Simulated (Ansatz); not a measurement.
# C2H5GeN: a ladder of functionals and wavefunction methods

The task here is to estimate one member of a computed series from the others.

The runs use Ansatz 0.2.0, Gaussian basis; functionals in def2-TZVPP, the program's frozen cores in correlated methods.

Levels to be run: LDA (SPW92), PBE-D4, revPBE-D4, BLYP-D4, r2SCAN-D4, B97M-V, PBE0-D4, B3LYP-D4, r2SCANh-D4, r2SCAN0-D4, HSE06-D4, BHLYP-D4, CAM-B3LYP-D4, LC-ωPBE, ωB97X-V, ωB97M-V, B2PLYP, PBE-QIDH; CCSD(T)/def2-SVP; CCSD(T)/def2-TZVPP; MP2/def2-QZVPP; extrapolation to the limit; RPA on PBE.

### The geometry

The geometry comes from an earlier relaxation with PBE0-D4 in a triple-zeta def2 set; it is a stationary point, not always the lowest conformer.

SMILES `C#[C][GeH2][NH2]`, 9 atoms, charge 0, spin multiplicity 1.

Atoms are counted from 1 here; the program's logs count them from 0.

Bond lengths: C1–C2 1.206 Å, C1–H5 1.066 Å, C2–Ge3 1.914 Å, Ge3–N4 1.834 Å, Ge3–H6 1.532 Å, Ge3–H7 1.532 Å, N4–H8 1.011 Å, N4–H9 1.011 Å. Angles: C2–C1–H5 179.8°, C1–C2–Ge3 178.7°, C2–Ge3–N4 113.1°, C2–Ge3–H6 107.9°, C2–Ge3–H7 107.9°, N4–Ge3–H6 107.7°, N4–Ge3–H7 107.7°, H6–Ge3–H7 112.6°, Ge3–N4–H8 113.5°, Ge3–N4–H9 113.5°, H8–N4–H9 108.1°.

The first run:

Contents of in.yaml:

```yaml
crystal:
  periodic: [false, false, false]
  atoms:
    - {symbol: C, position_ang: [-0.021052, 1.135381, -2.158224]}
    - {symbol: C, position_ang: [0.247091, 0.688245, -1.070476]}
    - {symbol: Ge, position_ang: [0.633408, -0.041815, 0.656602]}
    - {symbol: N, position_ang: [-0.723529, -1.084635, 1.317193]}
    - {symbol: H, position_ang: [-0.255048, 1.532096, -3.119591]}
    - {symbol: H, position_ang: [0.838257, 1.127079, 1.625860]}
    - {symbol: H, position_ang: [1.879201, -0.924223, 0.525859]}
    - {symbol: H, position_ang: [-1.589019, -0.580511, 1.456166]}
    - {symbol: H, position_ang: [-0.920609, -1.897916, 0.749511]}
basis:
  gaussian: {orbitals: def2-TZVPP}
hamiltonian: {xc: lda}
output: {orbitals: {seedname: orbitals}}
```

Run with:

```bash
$ ansatz run in.yaml --threads 2 --pin off --events-out ev --progress --plain --max-ram 4352MiB
```

Among the steps run: LDA; PBE-D4 (GGA); revPBE-D4 (GGA); BLYP-D4 (GGA); r2SCAN-D4 (meta-GGA); B97M-V (meta-GGA); PBE0-D4 (hybrid); B3LYP-D4 (hybrid); r2SCANh-D4 (hybrid); r2SCAN0-D4 (hybrid); HSE06-D4 (hybrid); BHLYP-D4 (hybrid); CAM-B3LYP-D4 (range-separated); LC-ωPBE (range-separated); ωB97X-V (range-separated); ωB97M-V (range-separated); B2PLYP (double hybrid); PBE-QIDH (double hybrid).

One table of the session follows, with a row left open; its other results are not shown here.

It belongs to the step «Frontier levels by functional». 

```
  functional  HOMO (eV)  gap (eV)
 LDA (SPW92)      -6.28      5.03
      PBE-D4      -6.13      5.12
   revPBE-D4      -6.07      5.16
     BLYP-D4      -6.00      5.09
   r2SCAN-D4      -6.44      5.71
      B97M-V      -6.54      5.75
     PBE0-D4      -7.57      7.45
    B3LYP-D4      -7.31      6.94
  r2SCANh-D4      -6.98      6.56
  r2SCAN0-D4      -7.79      7.83
    HSE06-D4          ?         ?
    BHLYP-D4      -8.87      9.62
CAM-B3LYP-D4      -8.99      9.85
     LC-ωPBE     -10.42     12.50
     ωB97X-V     -10.03     11.95
     ωB97M-V      -9.93     11.61
```

**Question.** Estimate the row for HSE06-D4.

**Answer.** HOMO (eV): -7.17; gap (eV): 6.66. In the column «HOMO (eV)» it lies between B3LYP-D4 (-7.31) and r2SCANh-D4 (-6.98).
